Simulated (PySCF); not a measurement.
# CH₃BF₂: geometry, NMR shifts, spin-spin couplings, electronic excitations and core binding energies, part 2 of 2

PySCF 2.14.0. Atoms count from 0. Earlier steps stand in the parts before.

## (6) NMR shieldings: KT3/pcSseg-2

The job: settings as JSON, then the geometry in Å.

```
{"job": {"kind": "nmr", "xc": "KT3", "basis": "pcSseg-2", "pop": false}, "charge": 0, "multiplicity": 1}
C     -0.415033     0.035869     0.575837
B      0.519363    -0.007470    -0.670006
F      0.906396     1.079325    -1.316645
F      0.967847    -1.156173    -1.150005
H     -0.639780     1.056914     0.909747
H      0.034267    -0.528524     1.408174
H     -1.363441    -0.473856     0.337860
```

Level: GIAO KT3/pcSseg-2 NMR shielding, non-relativistic, gas phase.

What it wrote:

```text
coarse grid: 6208 points
cycle   1  E = -267.9876668552  dE =  3.166e-01  |g| = 9.236e-01  |ddm| = 1.572e+00
cycle   2  E = -267.6946681688  dE =  2.930e-01  |g| = 1.640e+00  |ddm| = 1.087e+00
cycle   3  E = -268.1214274143  dE = -4.268e-01  |g| = 1.460e-01  |ddm| = 7.368e-01
cycle   4  E = -268.1259048610  dE = -4.477e-03  |g| = 4.414e-02  |ddm| = 1.008e-01
cycle   5  E = -268.1263778440  dE = -4.730e-04  |g| = 5.245e-03  |ddm| = 2.536e-02
cycle   6  E = -268.1263821770  dE = -4.333e-06  |g| = 2.338e-03  |ddm| = 4.987e-03
final grid: 61744 points
cycle   7  E = -268.1226652009  dE = -2.767e-04  |g| = 3.286e-02  |ddm| = 6.860e-02
cycle   8  E = -268.1223348038  dE =  3.304e-04  |g| = 5.722e-02  |ddm| = 3.114e-02
cycle   9  E = -268.1228117367  dE = -4.769e-04  |g| = 1.936e-03  |ddm| = 2.097e-02
cycle  10  E = -268.1228123840  dE = -6.473e-07  |g| = 8.464e-04  |ddm| = 1.351e-03
cycle  11  E = -268.1228125427  dE = -1.588e-07  |g| = 1.817e-04  |ddm| = 4.828e-04
cycle  12  E = -268.1228125476  dE = -4.802e-09  |g| = 5.929e-05  |ddm| = 9.137e-05
cycle  13  E = -268.1228125481  dE = -5.715e-10  |g| = 9.007e-06  |ddm| = 2.610e-05
converged SCF energy = -268.1228125481

GIAO shielding tensors (ppm)
atom      isotropic    diamagn.    paramagn.     s11        s22        s33       span
  0 C      186.896     244.054     -57.157    181.489    183.582    195.618     14.128
  1 B       72.116     194.051    -121.934     48.790     76.626     90.932     42.142
  2 F      236.031     469.668    -233.637     62.263    296.159    349.671    287.407
  3 F      240.424     470.083    -229.658     66.442    297.157    357.674    291.232
  4 H       31.052      29.707       1.345     27.030     28.866     37.260     10.230
  5 H       30.880      29.396       1.483     27.241     28.579     36.819      9.578
  6 H       30.867      29.341       1.526     27.404     28.427     36.770      9.366
```

Wall time 9 s (1 thread, shared host).

In short: δ C0 -5.6, B1 26.5, F2 -91.3, H4 0.42 ppm (means over like atoms).

## (7) Core holes by ΔSCF: SCAN, X2C

Same as in step 6 but for these lines:

```diff
@@ -1,2 +1,2 @@
-{"job": {"kind": "nmr", "xc": "KT3", "basis": "pcSseg-2", "pop": false}, "charge": 0, "multiplicity": 1}
+{"job": {"kind": "xps"}, "charge": 0, "multiplicity": 1}
 C     -0.415033     0.035869     0.575837
```

With the program's defaults for keys left out, this is: delta-SCF UKS SCAN, pcX-2 on the ionised atom, pcseg-1 elsewhere, spin-free X2C.

What it wrote:

```text
ground state, core basis on atom 0 (C), 102 functions
  cycle   1  E = -264.58732129  |g| = 6.46e-01
  cycle   2  E = -264.50009648  |g| = 9.86e-01
  cycle   3  E = -264.66126266  |g| = 9.75e-02
  cycle   4  E = -264.66315163  |g| = 2.12e-02
  cycle   5  E = -264.66324678  |g| = 1.35e-03
  cycle   6  E = -264.66324763  |g| = 1.17e-03
  cycle   7  E = -264.66324748  |g| = 4.61e-04
  E(ground) = -264.65444253 Eh
hole in C 1s of atom 0
  cycle   1  E = -253.42359974  |g| = 1.50e+00
  cycle   2  E = -253.02546353  |g| = 1.63e+00
  cycle   3  E = -253.92932636  |g| = 3.36e-01
  cycle   4  E = -253.95201455  |g| = 2.26e-01
  cycle   5  E = -253.96754788  |g| = 3.15e-02
  cycle   6  E = -253.96783068  |g| = 4.03e-03
  cycle   7  E = -253.96784102  |g| = 1.78e-03
  cycle   8  E = -253.96784273  |g| = 6.52e-04
  cycle   9  E = -253.96784425  |g| = 5.03e-04
  cycle  10  E = -253.96784340  |g| = 2.45e-04
  E(ion) = -253.95826542 Eh   <S^2> = 0.7652   hole on atom = 1.000   binding energy = 291.058 eV
ground state, core basis on atom 1 (B), 102 functions
  cycle   1  E = -264.66544423  |g| = 5.90e-02
  cycle   2  E = -264.66512257  |g| = 6.18e-02
  cycle   3  E = -264.66571977  |g| = 1.95e-02
  cycle   4  E = -264.66577564  |g| = 4.00e-03
  cycle   5  E = -264.66577836  |g| = 4.88e-04
  E(ground) = -264.65953225 Eh
hole in B 1s of atom 1
  cycle   1  E = -256.95994386  |g| = 1.16e+00
  cycle   2  E = -256.19960406  |g| = 1.63e+00
  cycle   3  E = -257.24255156  |g| = 4.12e-01
  cycle   4  E = -257.31348031  |g| = 1.47e-01
  cycle   5  E = -257.31987452  |g| = 5.22e-02
  cycle   6  E = -257.32097260  |g| = 2.35e-02
  cycle   7  E = -257.32118637  |g| = 5.67e-03
  cycle   8  E = -257.32120187  |g| = 1.03e-03
  cycle   9  E = -257.32120287  |g| = 6.21e-04
  cycle  10  E = -257.32120307  |g| = 7.32e-04
  cycle  11  E = -257.32120291  |g| = 7.75e-05
  E(ion) = -257.31798918 Eh   <S^2> = 0.7669   hole on atom = 1.000   binding energy = 199.774 eV
ground state, core basis on atom 2 (F), 102 functions
  cycle   1  E = -264.70813948  |g| = 1.25e-01
  cycle   2  E = -264.70721740  |g| = 9.91e-02
  cycle   3  E = -264.70790443  |g| = 6.77e-02
  cycle   4  E = -264.70851460  |g| = 4.50e-03
  cycle   5  E = -264.70851770  |g| = 1.01e-03
  cycle   6  E = -264.70851717  |g| = 1.89e-04
  E(ground) = -264.70265069 Eh
hole in F 1s of atom 2
  cycle   1  E = -238.34101813  |g| = 2.58e+00
  cycle   2  E = -238.33496219  |g| = 2.09e+00
  cycle   3  E = -239.16280035  |g| = 4.05e-01
  cycle   4  E = -239.16173297  |g| = 3.91e-01
  cycle   5  E = -239.21092854  |g| = 4.25e-02
  cycle   6  E = -239.21143570  |g| = 2.24e-02
  cycle   7  E = -239.21170435  |g| = 2.28e-03
  cycle   8  E = -239.21170559  |g| = 5.81e-04
  cycle   9  E = -239.21170623  |g| = 1.71e-04
  E(ion) = -239.21348024 Eh   <S^2> = 0.7563   hole on atom = 1.000   binding energy = 693.596 eV
```

It took 8.9 s on 1 thread, shared host.

The holes in one table. −ε is the ground-state orbital energy:

| hole | stands for | environment | ΔSCF (eV) | −ε (eV) | ⟨S²⟩ |
| --- | --- | --- | --- | --- | --- |
| C1s on C0 | C0 | methyl carbon bonded to B | 291.06 | 273.5 | 0.765 |
| B1s on B1 | B1 | boron bonded to C, 2 F | 199.77 | 182.8 | 0.767 |
| F1s on F2 | F2, F3 | fluorine bonded to B | 693.60 | 667.1 | 0.756 |

Each hole run stands for the others of its class of like atoms.

## (8) Comparing the runs: NMR shifts

Shifts (ppm), means over like atoms, with basis size and wall time:

| run | C0 | H4 | B1 | F2 | functions | time |
| --- | --- | --- | --- | --- | --- | --- |
| PBE0/pcSseg-1 | -4.1 | 0.48 | 30.1 | -57.7 | 83 | 2.7 s |
| KT3/pcSseg-2 | -5.6 | 0.42 | 26.5 | -91.3 | 186 | 9 s |

## (9) What came out

This closing draws on all 2 parts.

```
                                                                 quantity                         value
                                                              point group                            C1
                                     rotational constants (main isotopes)          9.92, 8.30, 4.65 GHz
                                   13C shifts against TMS (PBE0/pcSseg-1)                      -4.1 ppm
   1H shifts against TMS (PBE0/pcSseg-1, means over atoms taken as alike)                      0.48 ppm
                              11B shifts against BF3·OEt2 (PBE0/pcSseg-1)                      30.1 ppm
19F shifts against CFCl3 (PBE0/pcSseg-1, means over atoms taken as alike)                     -57.7 ppm
                              largest coupling of the table (B3LYP/pcJ-1)      2J(F,F) F2–F3, -218.4 Hz
                                     lowest singlet (CAM-B3LYP/def2-SVPD)   8.82 eV (141 nm), f = 0.020
                                 brightest single state of those computed  state 7, 10.73 eV, f = 0.150
                                                           lowest triplet                       7.98 eV
                                        vertical ionisation energy (ΔSCF)                      13.20 eV
                                         C1s binding energies, SCAN/pcX-2                  C0 291.06 eV
                                         B1s binding energies, SCAN/pcX-2                  B1 199.77 eV
                                         F1s binding energies, SCAN/pcX-2                  F2 693.60 eV
                                                 range of the shift of F2            -91.3 to -57.7 ppm
```

In words: Relaxing lowered the energy by 0.022 eV in 6 steps; the close pair that moved most is C0–H6, from 1.088 to 1.103 Å. At PBE0/pcSseg-1: The largest span, 312 ppm, is at F2, F3, where the paramagnetic term is -234 ppm. Of the pairs tabulated at B3LYP/pcJ-1, F2–F3 couples most strongly (-218.4 Hz; Fermi contact 37.6 Hz). Density functionals describe couplings to fluorine poorly, F–F couplings above all, so those rows are rough. The lowest singlet, at 8.82 eV, is HOMO→LUMO+1 0.96 and is weak; of the 10 states computed, the strongest absorption comes from states 6 to 7 together at 10.73 eV. The lowest triplet lies 0.84 eV below the lowest singlet (triplets in Tamm-Dancoff, singlets in full TDDFT). ΔSCF puts the ionisation energy at 13.20 eV, 1.33 eV above −ε(HOMO). In ppm, F2 (with its like atoms) moves most: its shift spreads over 33.7 ppm, from -91.3 (KT3/pcSseg-2) to -57.7 (PBE0/pcSseg-1). Most of that comes from the computed reference, not from the atom's own shielding.
